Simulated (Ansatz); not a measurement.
# SVWN5/cc-pVDZ run of AlSiH5O2 (SMILES O[SiH2][O][AlH2])

Aim: the vertical ionisation energy of AlSiH5O2 at SVWN5/cc-pVDZ, from 2 runs. 

Program for the calculation: Ansatz 0.2.0.

75 further runs of the same task are left out: 75 set aside as unsound or not needed. Runs told in other sessions of the task aren't counted.

## (1) The system as given

The species is AlSiH5O2 (9 atoms), meant as a singlet with charge 0. SMILES: `O[SiH2][O][AlH2]`. Geometry: relaxed at PBE0-D4/def2-TZVP. This is one conformer, not always the lowest.

Bond lengths: O1–Si2 1.642 Å, Si2–O3 1.619 Å, O3–Al4 1.683 Å, O1–H5 0.958 Å, Si2–H6 1.480 Å, Si2–H7 1.487 Å, Al4–H8 1.580 Å, Al4–H9 1.579 Å. Some angles: O1–Si2–O3 112.5°, Si2–O3–Al4 173.6°, O1–Si2–H6 104.7°, O1–Si2–H7 110.2°, O3–Si2–H6 110.1°, O3–Si2–H7 107.6°, Si2–O1–H5 117.9°, O3–Al4–H8 117.8°, O3–Al4–H9 118.1°, H6–Si2–H7 111.8°.

## (2) The energy at SVWN5/cc-pVDZ

run.yaml reads:

```yaml
crystal:
  periodic: [false, false, false]
  atoms:
    - {symbol: O, position_ang: [-0.795100, 1.829400, -0.898200]}
    - {symbol: Si, position_ang: [0.173000, 1.196700, 0.266900]}
    - {symbol: O, position_ang: [0.250800, -0.418900, 0.197700]}
    - {symbol: Al, position_ang: [0.325700, -2.080500, -0.060600]}
    - {symbol: H, position_ang: [-1.740800, 1.705800, -0.810900]}
    - {symbol: H, position_ang: [1.506100, 1.782800, 0.005000]}
    - {symbol: H, position_ang: [-0.337300, 1.564900, 1.614200]}
    - {symbol: H, position_ang: [-0.959500, -2.795700, -0.636800]}
    - {symbol: H, position_ang: [1.665600, -2.830600, 0.305400]}
basis:
  gaussian:
    orbitals: cc-pVDZ
hamiltonian:
  xc: {name: SVWN5}
accuracy: high
output: {orbitals: {seedname: orbitals}}
```

Command:

```sh
$ ansatz run run.yaml --threads 1 --pin off --max-ram 3480MiB --events-out events.jsonl --progress --plain --runs-dir runs
```

The log of the run:

```text
Warning: RAYON_NUM_THREADS=1 ignored (pool sized by the plan → 1); use --threads N
Functional definition: SVWN5
  name "SVWN5"
  exchange = slater_x
  correlation = vwn5_c
2017 factors; integrals over basis functions are off by at most 3.9e-9 eV
mean field evaluation 1: about -18551.4911 eV, gradient 7.8e1 eV
mean field evaluation 2: about -18480.9775 eV, gradient 1.9e2 eV
mean field evaluation 4: about -18561.4016 eV, gradient 2.3e1 eV
mean field evaluation 8: about -18562.3173 eV, gradient 7.3e-1 eV
mean field evaluation 16: about -18562.3185 eV, gradient 5.6e-5 eV
mean field -18562.31852016 eV, -682.1526236245 hartree, gradient 2.1e-8 eV, S^2 0.000000; 0 other end points of the search recorded, 0 dependent functions left out
reference -18562.31852428 eV, -682.1526237759 hartree; 24, 24 occupied and 65, 65 virtual orbitals, 2017 factors
Total energy: -18562.31852428 eV, -682.1526237759 hartree
```

It took 5.4 s on 1 thread of Arm Neoverse V2, shared host; peak memory 0.23 GiB.

## (3) The doublet cation, same level

in.yaml reads:

```yaml
crystal:
  periodic: [false, false, false]
  atoms:
    - {symbol: O, position_ang: [-0.795100, 1.829400, -0.898200]}
    - {symbol: Si, position_ang: [0.173000, 1.196700, 0.266900]}
    - {symbol: O, position_ang: [0.250800, -0.418900, 0.197700]}
    - {symbol: Al, position_ang: [0.325700, -2.080500, -0.060600]}
    - {symbol: H, position_ang: [-1.740800, 1.705800, -0.810900]}
    - {symbol: H, position_ang: [1.506100, 1.782800, 0.005000]}
    - {symbol: H, position_ang: [-0.337300, 1.564900, 1.614200]}
    - {symbol: H, position_ang: [-0.959500, -2.795700, -0.636800]}
    - {symbol: H, position_ang: [1.665600, -2.830600, 0.305400]}
basis:
  gaussian:
    orbitals: cc-pVDZ
total_charge: 1
magnetization:
  spin_polarized: true
  initial_magnetization: 1
hamiltonian:
  xc: {name: SVWN5}
accuracy: high
output: {orbitals: {seedname: orbitals}}
```

Command:

```sh
$ ansatz run in.yaml --threads 1 --pin off --max-ram 3480MiB --events-out events.jsonl --progress --plain --runs-dir runs
```

The log of the run:

```text
Warning: RAYON_NUM_THREADS=1 ignored (pool sized by the plan → 1); use --threads N
[... 4 set-up lines as earlier in the session ...]
2016 factors; integrals over basis functions are off by at most 3.9e-9 eV
mean field evaluation 1: about -18527.2103 eV, gradient 8.2e1 eV
mean field evaluation 2: about -18171.3891 eV, gradient 2.1e2 eV
mean field evaluation 4: about -18540.9375 eV, gradient 4.6e1 eV
mean field evaluation 8: about -18552.5740 eV, gradient 3.7e0 eV
mean field evaluation 16: about -18552.7445 eV, gradient 2.4e-2 eV
mean field evaluation 32: about -18552.7445 eV, gradient 4.4e-8 eV
mean field -18552.74449181 eV, -681.8007845722 hartree, gradient 4.4e-8 eV, S^2 0.752264; 3 other end points of the search recorded, 0 dependent functions left out
reference -18552.74449615 eV, -681.8007847317 hartree; 24, 23 occupied and 65, 66 virtual orbitals, 2016 factors
Total energy: -18552.74449615 eV, -681.8007847317 hartree
```

Wall time 13 s (1 thread of Arm Neoverse V2, shared host); peak memory 0.28 GiB.

## (4) Outcome

At SVWN5/cc-pVDZ:

| quantity | value |
| --- | --- |
| singlet AlSiH5O2: total energy | -682.15262 Eh |
| singlet AlSiH5O2: HOMO energy | -6.83 eV |
| singlet AlSiH5O2: LUMO energy | -2.11 eV |
| singlet AlSiH5O2: HOMO–LUMO gap | 4.72 eV |
| doublet cation: total energy | -681.80078 Eh |
| doublet cation: HOMO energy (highest over α and β) | -12.55 eV |
| doublet cation: LUMO energy (lowest over α and β) | -12.31 eV |
| doublet cation: ⟨S²⟩ | 0.752 |
| vertical ionisation energy (to the doublet cation) | 9.574 eV |

In words: Removing an electron at fixed nuclei costs 9.57 eV (221 kcal/mol). −ε(HOMO) before ionisation, 6.83 eV, is 2.74 eV below this ionisation energy.
